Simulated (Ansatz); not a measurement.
# AlIr: how the settings move a relaxation

Question: which choices in the input matter for AlIr?

Method: reference: DFT, LDA, PAW with Ansatz's default frozen-core files, scalar-relativistic; relaxation of cell and atoms, in Ansatz 0.2.0.

1 further run of the same task is left out (set aside as unsound or not needed). Runs told in other sessions of the task aren't counted.

## 1. The starting structure

The structure is cubic, space group Pm-3m (No. 221). Conventional cell: a = 2.970 Å, b = 2.970 Å, c = 2.970 Å, α = 90.00°, β = 90.00°, γ = 90.00°. Al (site symmetry m-3m) is surrounded by 8 Ir at 2.57 Å. Around Ir (site symmetry m-3m) lie 8 Al at 2.57 Å.

Coordinates:

```cif
data_structure
_symmetry_space_group_name_H-M 'Pm-3m'
_symmetry_Int_Tables_number 221
_cell_length_a 2.9697
_cell_length_b 2.9697
_cell_length_c 2.9697
_cell_angle_alpha 90.000
_cell_angle_beta 90.000
_cell_angle_gamma 90.000
_cell_volume 26.19
loop_
_atom_site_label
_atom_site_type_symbol
_atom_site_symmetry_multiplicity
_atom_site_Wyckoff_symbol
_atom_site_fract_x
_atom_site_fract_y
_atom_site_fract_z
_atom_site_occupancy
Al1 Al 1 a 0.00000 0.00000 0.00000 1
Ir1 Ir 1 b 0.50000 0.50000 0.50000 1
```

## 2. The reference run

input.yaml reads:

```yaml
crystal:
  lattice:
    - [2.96973142699, 0.0, 0.0]
    - [0.0, 2.96973142699, 0.0]
    - [0.0, 0.0, 2.96973142699]
  atoms:
    - { symbol: Al, position: [0.0, 0.0, 0.0] }
    - { symbol: Ir, position: [0.5, 0.5, 0.5] }
kpoints:
  mp_grid: { grid: [14, 14, 14] }
scf:
  occupations: { method: fermi_dirac, width: 0.1 }
hamiltonian:
  xc: lda
  pseudopotentials: { kind: paw }
relax:
  f_tol: 0.002
  max_steps: 80
  cell: { p_target: 5 }
output:
  forces: true
  stress: true
```

The run is started by

```console
$ ansatz run input.yaml --threads 1 --pin off --max-ram 2560MiB --backend cpu --events-out ev --progress --plain --runs-dir out
```

Excerpt of the output:

```text
[...]
Basis set: ecut = 420 eV, 485 PW (Γ)
[...]
k-points: 120 of 2744
[...]
SCF iter   1: F=—  HF=-12178.184876 eV  |F-HF|=—  |Δ(HF+E_count)|=         —  Δρ=3.95e-3  dr2=2.22e-3  ethr=1.77e-3  ⟨swp⟩=4.3  Hψ=7919  notcnv=0
preconditioner: auto → none  [metal: Δε(μ)=0.105 eV  Ē_g=9.853 eV  σ=0.100 eV  W_gap=0.25  n_scr=6 (ndim 8)  ℏωp=25.1 eV  f_vac=0.000  D(μ)=0.49/eV (n_scr^D=0)  sad-step TF]
SCF iter   2: F=—  HF=-12178.185115 eV  |F-HF|=—  |Δ(HF+E_count)|=   2.38e-4  Δρ=2.38e-3  dr2=1.00e-3  ethr=1.11e-5  ⟨swp⟩=2.2  Hψ=3154  notcnv=0
[...]
relax step   1: F+E_penalty+E_count = -12178.18497850 eV  Δ(F+E_penalty+E_count) = +0.000e0 eV  max|allowed force component| = 5.325e-29 eV/Å  Δτ_max = 0.0000 Å  P = -0.006 GPa  Ω = 26.191 Å³  (6 SCF iters, dr2 threshold 1.00e-7 eV, accepted)
[...]
relax step   2: F+E_penalty+E_count = -12178.16942463 eV  Δ(F+E_penalty+E_count) = +1.555e-2 eV  max|allowed force component| = 8.842e-29 eV/Å  Δτ_max = 0.0000 Å  P = +7.434 GPa  Ω = 25.492 Å³  energy of the carried Pulay correction = +2.551e-4 eV  (6 SCF iter
[...]
relax step   3: F+E_penalty+E_count = -12178.17798978 eV  Δ(F+E_penalty+E_count) = -8.565e-3 eV  max|allowed force component| = 1.257e-29 eV/Å  Δτ_max = 0.0000 Å  P = +4.923 GPa  Ω = 25.716 Å³  energy of the carried Pulay correction = +1.724e-4 eV  (6 SCF iter
[...]
relax step   4: F+E_penalty+E_count = -12178.17777771 eV  Δ(F+E_penalty+E_count) = +2.121e-4 eV  max|allowed force component| = 1.033e-29 eV/Å  Δτ_max = 0.0000 Å  P = +4.999 GPa  Ω = 25.709 Å³  energy of the carried Pulay correction = +1.749e-4 eV  (6 SCF iter
[...]
SCF iter   7: F=-12178.177601 eV  HF=-12178.177601 eV  |F-HF|=0.00e0  |Δ(HF+E_count)|=    0.00e0  Δρ=1.89e-10  dr2=7.78e-18  ethr=1.00e-12  ⟨swp⟩=1.0  Hψ=1680  notcnv=0
SCF iter   8: F=-12178.177601 eV  HF=-12178.177601 eV  |F-HF|=0.00e0  |Δ(HF+E_count)|=  1.82e-12  Δρ=1.92e-11  dr2=3.93e-20  ethr=1.00e-12  ⟨swp⟩=1.0  Hψ=3843  notcnv=0
[...]
relax step   5: F+E_penalty+E_count = -12178.17760081 eV  Δ(F+E_penalty+E_count) = +1.769e-4 eV  max|allowed force component| = 2.104e-30 eV/Å  Δτ_max = 0.0000 Å  P = +4.996 GPa  Ω = 25.709 Å³  stress off target by 3.55e-3 GPa  SCF on the basis re-selected at 
[...]
SCF converged after 8 iterations
Free energy (F): -12178.177601 eV
[...]
E sigma→0 (E₀):  -12178.169210 eV
[...]
Fermi energy:    19.696723 eV
[...]
  P = ⅓ Tr σ = 4.9964 GPa (49.964 kbar)
--- Relaxed structure (4 steps of the walk, 4 accepted, 1 SCFs on fresh bases) ---
[...]
```

Run time: 16 s. Hardware: 1 thread of Intel Xeon Platinum 8259CL at 2.50GHz (Skylake/Cascade Lake), shared host; peak memory 0.39 GiB.

## 3. Variant: hubbard.sites [{species: Ir, l: d, u_eff: 4.0}], hubbard.double_counting fll

Changes to input.yaml since step 2:

```diff
@@ -15,2 +15,3 @@
   pseudopotentials: { kind: paw }
+  hubbard: { sites: [{ species: Ir, l: d, u_eff: 4.0 }], double_counting: fll }
 relax:
```

The run is started by

```console
$ ansatz run input.yaml --threads 1 --pin off --max-ram 2560MiB --backend cpu --events-out ev --progress --plain --runs-dir out
```

The program printed, shortened:

```text
Al: projections on atomic orbitals take those of the free atom [Ne] 3s2 3p1, of charge +0.00 (hamiltonian.pseudopotentials.projection_atoms); the dataset's partial waves leave at most 3.3e-8 of an orbital's norm unspanned inside its sphere
Ir: projections on atomic orbitals take those of the free atom [Kr 4d10 4f14] 5s2 5p6 5d7 6s2, of charge +0.00 (hamiltonian.pseudopotentials.projection_atoms); the dataset's partial waves leave at most 8.4e-5 of an orbital's norm unspanned inside its sphere
[...]
Pseudopotentials: kind: paw
Pseudopotential: Al, paw, valence charge 3, recommended cutoff 420 eV (normal), Al.paw.azcp
Pseudopotential: Ir, paw, valence charge 17, recommended cutoff 420 eV (normal), Ir.paw.azcp
Functional definition: SPW92
[...]
Crystal: 2 atoms, lattice volume = 26.191 Å³
Basis set: ecut = 420 eV, 485 PW (Γ)
Bands: 14, of which v1, the nominal top of the filled ones, is band 10 counted from 1 (9 counted from 0)
Symmetry: 48 space group operations
Space group: Pm-3m (ITA 221), of the structure as read, at distance tolerance 3.0e-5 Å
k-points: 120 of 2744
[...]
SCF iter   1: F=—  HF=-12175.173979 eV  |F-HF|=—  |Δ(HF+E_count)|=         —  Δρ=3.86e-2  dr2=2.93e-1  ethr=1.47e-3  ⟨swp⟩=1.0  Hψ=10516  notcnv=0
[...]
relax step   5: F+E_penalty+E_count = -12175.40250944 eV  Δ(F+E_penalty+E_count) = +2.404e-4 eV  max|allowed force component| = 7.396e-30 eV/Å  Δτ_max = 0.0000 Å  P = +4.994 GPa  Ω = 25.501 Å³  stress off target by 6.24e-3 GPa  SCF on the basis re-selected at this cell (its energy is not [...]
SCF converged after 5 iterations
Free energy (F): -12175.402509 eV
[...]
E sigma→0 (E₀):  -12175.395439 eV
Entropy (-TS):   -0.014141 eV (-7.070 meV/atom)
Fermi energy:    19.502423 eV
[...]
--- Forces (eV/Å), atoms counted from 1 ---
  atom   1  Al    -0.00000000     0.00000000     0.00000000
  atom   2  Ir     0.00000000    -0.00000000     0.00000000
[...]
--- Stress (GPa, compression-positive) ---
        4.993761       0.000000      -0.000000
        0.000000       4.993761      -0.000000
       -0.000000      -0.000000       4.993761
  P = ⅓ Tr σ = 4.9938 GPa (49.938 kbar)
Occupation matrices written to <dir>
--- Relaxed structure (4 steps of the walk, 4 accepted, 1 SCFs on fresh bases) ---
  F+E_penalty+E_count = -12175.40250944 eV   max|allowed force component| = 7.396e-30 eV/Å   (the final SCF, on the basis selected at the relaxed cell)
  cell:  # Å, volume = 25.5013 Å³
    - [2.9434336997095207, -6.439828251544819e-34, 4.513898307157583e-34]
    - [-6.439828251544819e-34, 2.9434336997095207, 1.2839532962581572e-34]
    - [4.513898307157583e-34, 1.2839532962581572e-34, 2.9434336997095207]
  atoms:
    - { symbol: Al, position: [-4.915211817042425e-48, -8.275384210784028e-36, -8.106498818726534e-36] }
    - { symbol: Ir, position: [0.5, 0.5, 0.5] }
```

Run time: 23 s. Hardware: 1 thread of Intel Xeon Platinum 8259CL at 2.50GHz (Skylake/Cascade Lake), shared host; peak memory 0.41 GiB.

Changing the Hubbard U and double counting of the Hubbard term moves the energy by +1.39 eV/atom, and the final volume goes from 25.71 to 25.50 Å³. The U term adds an energy of its own, so the shift says nothing about which run is better. Cost: 25 SCF cycles against 32, 23 s against 16 s.

## 4. Changed: eigensolver.kind davidson, chi_scale 0.0, ecutwfc 18.4 Ry

Changes to input.yaml since step 2:

```diff
@@ -12,2 +12,4 @@
   occupations: { method: fermi_dirac, width: 0.1 }
+  eigensolver: { kind: davidson }
+  initial_density: { chi_scale: 0.0 }
 hamiltonian:
@@ -22 +24,7 @@
   stress: true
+  write_density: true
+  write_potential: true
+  elf: true
+  volumetric_format: npy
+basis:
+  ecutwfc: "18.4 Ry"
```

The run is started by

```console
$ ansatz run input.yaml --threads 1 --pin off --max-ram 2560MiB --backend cpu --events-out ev --progress --plain --runs-dir out
```

The program printed, shortened:

```text
Warning: basis.ecutwfc = 250.34475346308957 eV is below the records' recommended 420 eV, and the density's cutoff is lower with it unless basis.ecutrho_ratio is high enough to keep the records' density cutoff: compare with a run at a higher cutoff
[...]
[... 4 set-up lines as earlier in the session ...]
[...]
Crystal: 2 atoms, lattice volume = 26.191 Å³
Basis set: ecut = 250.34475346308957 eV, 251 PW (Γ)
Bands: 14, of which v1, the nominal top of the filled ones, is band 10 counted from 1 (9 counted from 0)
[... 2 set-up lines as earlier in the session ...]
k-points: 120 of 2744
[...]
SCF iter   1: F=—  HF=-12176.718194 eV  |F-HF|=—  |Δ(HF+E_count)|=         —  Δρ=5.76e-2  dr2=5.07e-1  ethr=1.00e-1  ⟨swp⟩=4.6  Hψ=4955  notcnv=0
[...]
  atom   1  Al    -0.00000000     0.00000000     0.00000000
  atom   2  Ir     0.00000000     0.00000000     0.00000000
[...]
--- Stress (GPa, compression-positive) ---
        4.991320      -0.000000      -0.000000
       -0.000000       4.991320      -0.000000
       -0.000000      -0.000000       4.991320
  P = ⅓ Tr σ = 4.9913 GPa (49.913 kbar)
--- Band table (eV; the first three rows and the last of 120) ---
  k-point 0: bands = ["-73.7294", "-30.2783", "-30.2783", "-30.2783", "7.0608", "13.4991", "13.4991", "17.7887", "17.7887", "17.7887", "24.1661", "24.1661", "24.1661", "29.8004"]
[...]
--- Relaxed structure (10 steps of the walk, 9 accepted, 5 SCFs on fresh bases) ---
  F+E_penalty+E_count = -12176.40679499 eV   max|allowed force component| = 4.725e-30 eV/Å   (the final SCF, on the basis selected at the relaxed cell)
  cell:  # Å, volume = 25.6302 Å³
    - [2.9483821896065354, 3.51833295830116e-33, 4.965288137873342e-35]
    - [3.614629455520522e-33, 2.9483821896065354, 1.6049416203226965e-35]
    - [3.360346517550645e-35, 0.0, 2.9483821896065354]
  atoms:
    - { symbol: Al, position: [1.0444825111215155e-47, -7.096337060855e-47, -1.8432044313909093e-48] }
    - { symbol: Ir, position: [0.5, 0.5, 0.5] }
```

Wall time 25 s (1 thread of Intel Xeon Platinum 8259CL at 2.50GHz (Skylake/Cascade Lake), shared host); peak memory 0.34 GiB.

Changing the solver, start and cutoff moves the energy by +885.4 meV/atom, and the final volume goes from 25.71 to 25.63 Å³. The lower cutoff gives the higher energy: the smaller basis describes the state less well. The log warns that the cutoff is under what these potentials recommend, so the shift is basis error. These settings are too coarse to quote as the system's properties.

## 5. Side by side

| run | ending | energy change | pressure (GPa) | gap (eV) | force (eV/Å) | cycles | time |
| --- | --- | --- | --- | --- | --- | --- | --- |
| reference | converged | 0 | 5.0 | 0.00 | 0.00 | 32 | 16 s |
| 1: hubbard.sites [{species: Ir, l: d, u_eff: 4.0}], hubbard.double_counting fll | converged | +1.39 eV/atom (Hubbard term changed: no physical gain or loss) | 5.0 | 0.00 | 0.00 | 25 | 23 s |
| 2: eigensolver.kind davidson, chi_scale 0.0, ecutwfc 18.4 Ry | converged | +885.4 meV/atom | 5.0 | 0.00 | 0.00 | 95 | 25 s |

Times don't compare one to one where runs were asked for different outputs or read a saved state (see the inputs); cycles may leave out searches for a lower state.

**Reading.** «eigensolver.kind davidson, chi_scale 0.0, ecutwfc 18.4 Ry» moves the energy by +885.4 meV/atom. Run 2 ran under the cutoff that the potentials recommend, as the log warns, so basis error is mixed into its values. A changed U is a change of model: its shifts are not errors of convergence.
